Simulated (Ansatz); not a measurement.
**A workflow on CH5FGeO (SMILES [CH3][GeH]([OH])[F])**

Wanted: a series of 14 runs (HF/STO-3G, UHF/STO-3G, HF/3-21G, UHF/3-21G, HF/6-31G*, B3LYP/6-31G*, PBE/def2-SVP) of CH5FGeO. 

Program for the calculation: Ansatz 0.2.0.

### 1 The structure to begin with

CH5FGeO: 9 atoms, total charge 0, spin state singlet. SMILES: `[CH3][GeH]([OH])[F]`. The coordinates come from a PBE0-D4/def2-TZVP relaxation. This is one conformer, not always the lowest. The run starts from this shape.

Bond lengths: C1–Ge2 1.923 Å, Ge2–O3 1.766 Å, Ge2–F4 1.745 Å, C1–H5 1.090 Å, C1–H6 1.091 Å, C1–H7 1.090 Å, Ge2–H8 1.538 Å, O3–H9 0.960 Å. Some angles: C1–Ge2–O3 107.0°, C1–Ge2–F4 108.4°, O3–Ge2–F4 106.8°, C1–Ge2–H8 118.4°, O3–Ge2–H8 111.2°, F4–Ge2–H8 104.4°, Ge2–C1–H5 108.9°, Ge2–C1–H6 110.1°, Ge2–C1–H7 110.2°, Ge2–O3–H9 113.6°.

### 2 A geometry optimisation at HF/STO-3G (run 1)

run.yaml reads:

```yaml
crystal:
  periodic: [false, false, false]
  atoms:
    - symbol: C
      position_ang: [-0.669000, 0.976900, -0.584200]
    - symbol: Ge
      position_ang: [0.088300, -0.643700, 0.121500]
    - symbol: O
      position_ang: [1.270000, -0.170700, 1.345500]
    - symbol: F
      position_ang: [0.974400, -1.438600, -1.153800]
    - symbol: H
      position_ang: [0.138900, 1.624900, -0.924600]
    - symbol: H
      position_ang: [-1.237900, 1.493500, 0.189700]
    - symbol: H
      position_ang: [-1.327100, 0.751300, -1.423500]
    - symbol: H
      position_ang: [-0.865500, -1.725100, 0.656800]
    - symbol: H
      position_ang: [1.716500, -0.914700, 1.755500]
basis:
  gaussian:
    orbitals: STO-3G
magnetization:
  spin_polarized: false
hamiltonian:
  xc: hf
relax:
  f_tol: 0.002
output:
  orbitals: {seedname: orbitals}
```

On the command line:

```bash
ansatz run run.yaml --threads 1 --pin off --max-ram 3480MiB --events-out events.jsonl --progress --plain --runs-dir runs
```

The program printed:

```text
Warning: RAYON_NUM_THREADS=1 ignored (pool sized by the plan → 1); use --threads N
The last accepted step is kept in runs//last_step.txt (removed where the run ends without a failure and the disk answers)
[... 56 lines left out ...]
Total energy: -61606.46833288 eV, -2263.9959528694 hartree
[... 9 lines left out ...]
Dipole moment:    -0.223358    -0.140497     0.096645 e Å
```

It took 3.3 s on 1 thread of AMD EPYC 9R45 (Zen 5), shared host; peak memory 0.15 GiB.

Steps, from the record of the run:

| step | energy from the first frame kept (eV) | largest force (eV/Å) |
| --- | --- | --- |
| 1 | 0.0000 | 2.4946 |
| 2 | -0.2256 | 0.8211 |
| 3 | -0.2438 | 0.2645 |
| 4 | -0.2451 | 0.0320 |
| 5 | -0.2451 | 0.0088 |
| 6 | -0.2451 | 0.0041 |
| 7 | -0.2451 | 0.0007 |

After the run. Bond lengths: C1–Ge2 1.894 Å, Ge2–O3 1.729 Å, Ge2–F4 1.689 Å, C1–H5 1.081 Å, C1–H6 1.082 Å, C1–H7 1.082 Å, Ge2–H8 1.444 Å, O3–H9 0.983 Å. Some angles: C1–Ge2–O3 107.4°, C1–Ge2–F4 110.1°, O3–Ge2–F4 106.3°, C1–Ge2–H8 113.0°, O3–Ge2–H8 111.9°, F4–Ge2–H8 108.0°, Ge2–C1–H5 111.5°, Ge2–C1–H6 111.2°, Ge2–C1–H7 111.7°, Ge2–O3–H9 109.5°.

### 3 Vibrational wavenumbers at HF/STO-3G (run 2)

run.yaml reads:

```yaml
basis:
  gaussian:
    orbitals: STO-3G
crystal:
  periodic: [false, false, false]
  atoms:
    - symbol: C
      position_ang: [-0.659868, 0.938399, -0.571416]
    - symbol: Ge
      position_ang: [0.123403, -0.644233, 0.114498]
    - symbol: O
      position_ang: [1.264882, -0.172121, 1.324750]
    - symbol: F
      position_ang: [1.008964, -1.424251, -1.094446]
    - symbol: H
      position_ang: [0.090711, 1.624992, -0.938390]
    - symbol: H
      position_ang: [-1.226598, 1.456847, 0.189995]
    - symbol: H
      position_ang: [-1.335201, 0.727862, -1.389736]
    - symbol: H
      position_ang: [-0.850632, -1.579614, 0.627165]
    - symbol: H
      position_ang: [1.672939, -0.974080, 1.720480]
phonons:
  temperatures: {t_min: 298.15, t_max: 298.15, t_step: 1}
hamiltonian:
  xc: hf
```

On the command line:

```bash
ansatz run run.yaml --threads 1 --pin off --max-ram 3480MiB --events-out events.jsonl --progress --plain --runs-dir runs
```

The program printed:

```text
Warning: RAYON_NUM_THREADS=1 ignored (pool sized by the plan → 1); use --threads N
[... 295 lines left out ...]
Total energy: -61606.46835047 eV, -2263.9959535156 hartree
[... 9 lines left out ...]
Dipole moment:    -0.223358    -0.140497     0.096645 e Å
Vibrations: 75.46 194.30 232.42 258.17 291.23 668.82 702.38 737.34 848.54 932.86 1031.17 1072.39 1236.20 1667.05 1846.02 1846.76 2429.87 3573.78 3751.19 3754.25 4268.47 cm⁻¹, zero-point energy 1.947709 eV
```

Run time: 16 s. Hardware: 1 thread of AMD EPYC 9R45 (Zen 5), shared host.

Runs 3 to 11 aren't shown in full; the table further down has their settings and results.

### 4 Vibrational wavenumbers at B3LYP/6-31G(d) (Cartesian functions) (run 12)

input.yaml reads:

```yaml
crystal:
  periodic: [false, false, false]
  atoms:
    - {symbol: C, position_ang: [-0.673096, 0.985141, -0.590690]}
    - {symbol: Ge, position_ang: [0.105238, -0.648631, 0.110416]}
    - {symbol: O, position_ang: [1.307066, -0.158462, 1.337639]}
    - {symbol: F, position_ang: [0.967582, -1.474852, -1.171810]}
    - {symbol: H, position_ang: [0.128349, 1.659618, -0.902379]}
    - {symbol: H, position_ang: [-1.266801, 1.471501, 0.188411]}
    - {symbol: H, position_ang: [-1.314469, 0.763375, -1.447544]}
    - {symbol: H, position_ang: [-0.865070, -1.713635, 0.684753]}
    - {symbol: H, position_ang: [1.699803, -0.930254, 1.774105]}
basis:
  gaussian: {orbitals: "6-31G*"}
hamiltonian: {xc: {name: B3LYP}}
phonons: {temperatures: {t_min: 298.15, t_max: 298.15, t_step: 1}}
```

On the command line:

```bash
ansatz run input.yaml --threads 1 --pin off --max-ram 3480MiB --events-out events.jsonl --progress --plain --runs-dir runs
```

The program printed:

```text
Warning: RAYON_NUM_THREADS=1 ignored (pool sized by the plan → 1); use --threads N
[... 296 lines left out ...]
Total energy: -62395.86934264 eV, -2293.0059049026 hartree
[... 9 lines left out ...]
Dipole moment:    -0.328189     0.027261     0.198352 e Å
Vibrations: 78.80 177.48 206.60 221.00 283.76 603.16 660.33 695.82 705.09 745.83 847.55 867.16 959.23 1313.97 1491.09 1493.74 2094.75 3072.50 3158.72 3166.36 3773.13 cm⁻¹, zero-point energy 1.649987 eV
```

Run time: 67 s. Hardware: 1 thread of AMD EPYC 9R45 (Zen 5), shared host; peak memory 0.21 GiB.

Run 13 isn't shown in full; the table further down has it.

### 5 The harmonic vibrations at PBE/def2-SVP (run 14)

molecule.yaml reads:

```yaml
crystal:
  periodic: [false, false, false]
  atoms:
    - symbol: C
      position_ang: [-0.673765, 0.984550, -0.585532]
    - symbol: Ge
      position_ang: [0.087417, -0.650513, 0.128476]
    - symbol: O
      position_ang: [1.324487, -0.152351, 1.321193]
    - symbol: F
      position_ang: [0.932689, -1.501386, -1.168845]
    - symbol: H
      position_ang: [0.146719, 1.688855, -0.821790]
    - symbol: H
      position_ang: [-1.345893, 1.449802, 0.161350]
    - symbol: H
      position_ang: [-1.247517, 0.767850, -1.506729]
    - symbol: H
      position_ang: [-0.886688, -1.707865, 0.719201]
    - symbol: H
      position_ang: [1.751151, -0.925140, 1.735577]
basis:
  gaussian:
    orbitals: def2-SVP
phonons:
  temperatures: {t_min: 298.15, t_max: 298.15, t_step: 1}
hamiltonian:
  xc: pbe
```

On the command line:

```bash
ansatz run molecule.yaml --threads 1 --pin off --max-ram 3480MiB --events-out events.jsonl --progress --plain --runs-dir runs
```

The program printed:

```text
Warning: RAYON_NUM_THREADS=1 ignored (pool sized by the plan → 1); use --threads N
[... 42 lines left out ...]
1090 factors; their error is unknown
[... 51 lines left out ...]
1090 factors; their error is unknown
[... 51 lines left out ...]
1090 factors; their error is unknown
[... 51 lines left out ...]
1090 factors; their error is unknown
[... 51 lines left out ...]
1090 factors; their error is unknown
[... 14 lines left out ...]
1090 factors; their error is unknown
[... 4 lines left out ...]
1090 factors; their error is unknown
[... 4 lines left out ...]
1090 factors; their error is unknown
[... 5 lines left out ...]
1090 factors; their error is unknown
[... 4 lines left out ...]
1090 factors; their error is unknown
[... 4 lines left out ...]
1090 factors; their error is unknown
[... 13 lines left out ...]
Dipole moment:    -0.280500     0.060621     0.213411 e Å
Vibrations: 57.97 173.81 200.74 221.44 280.86 601.31 630.84 675.21 695.00 713.36 796.68 814.06 894.05 1208.50 1377.82 1380.28 2069.53 2994.55 3104.44 3110.51 3733.78 cm⁻¹, zero-point energy 1.595350 eV
```

Wall time 34 s (1 thread of AMD EPYC 9R45 (Zen 5), shared host); peak memory 0.15 GiB.

### 6 All runs side by side

| run | level | task | walk f tol | partner | energy (Eh) | dipole moment (D) | wall time |
| --- | --- | --- | --- | --- | --- | --- | --- |
| 1 | HF/STO-3G | optimise | 0.002 | base | -2263.995953 | 1.35 | 3.3 s |
| 2 | HF/STO-3G | frequencies | – | base | -2263.995954 | 1.35 | 16 s |
| 3 | UHF/STO-3G | energy | – | cation | -2263.745628 | – | 0.58 s |
| 4 | UHF/STO-3G | optimise | – | cation | -2263.785683 | – | 7.5 s |
| 5 | HF/3-21G | optimise | 0.002 | base | -2279.379024 | 1.47 | 4.5 s |
| 6 | HF/3-21G | frequencies | – | base | -2279.379023 | 1.47 | 15 s |
| 7 | UHF/3-21G | energy | – | cation | -2279.004271 | – | 1 s |
| 8 | UHF/3-21G | optimise | – | cation | -2279.047683 | – | 8.4 s |
| 9 | HF/6-31G* (Cartesian functions) | optimise | 0.002 | base | -2290.220580 | 1.81 | 9.6 s |
| 10 | HF/6-31G* (Cartesian functions) | frequencies | – | base | -2290.220580 | 1.81 | 46 s |
| 11 | B3LYP/6-31G* (Cartesian functions) | optimise | 0.002 | base | -2293.005905 | 1.85 | 18 s |
| 12 | B3LYP/6-31G* (Cartesian functions) | frequencies | – | base | -2293.005905 | 1.85 | 67 s |
| 13 | PBE/def2-SVP | optimise | 0.002 | base | -2292.271543 | 1.72 | 14 s |
| 14 | PBE/def2-SVP | frequencies | – | base | -2292.271542 | 1.72 | 34 s |

### 7 Outcome

| quantity | value |
| --- | --- |
| run 14, PBE/def2-SVP: total energy | -2292.27154 Eh |
| run 14, PBE/def2-SVP: dipole moment | 1.72 D |
| run 14, PBE/def2-SVP: largest force on an atom | 0.002 eV/Å |
| run 14, PBE/def2-SVP: lowest harmonic wavenumber | 58 cm⁻¹ |
| run 14, PBE/def2-SVP: highest harmonic wavenumber | 3734 cm⁻¹ |
| run 14, PBE/def2-SVP: zero-point energy | 153.9 kJ/mol |
| vertical ionisation energy (to the doublet cation), HF/STO-3G | 6.812 eV |
| vertical ionisation energy (to the doublet cation), HF/3-21G | 10.198 eV |
| adiabatic ionisation energy (to the doublet cation, no zero-point term), HF/STO-3G | 5.722 eV |
| adiabatic ionisation energy (to the doublet cation, no zero-point term), HF/3-21G | 9.016 eV |

In words: At HF/STO-3G: removing an electron at fixed nuclei costs 6.81 eV (157 kcal/mol). In a minimal basis such a difference can be off by several eV, whatever the method. At HF/3-21G: removing an electron at fixed nuclei costs 10.20 eV (235 kcal/mol). At HF/STO-3G: the adiabatic ionisation energy (to the doublet cation, no zero-point term) is 5.72 eV (552 kJ/mol). At HF/3-21G: the adiabatic ionisation energy (to the doublet cation, no zero-point term) is 9.02 eV (870 kJ/mol). Totals of different functionals can't be ranked against each other. In runs 1, 2, 3, 4 the basis is minimal, so the values are rough. All runs together took 4.1 min, the longest 67 s.
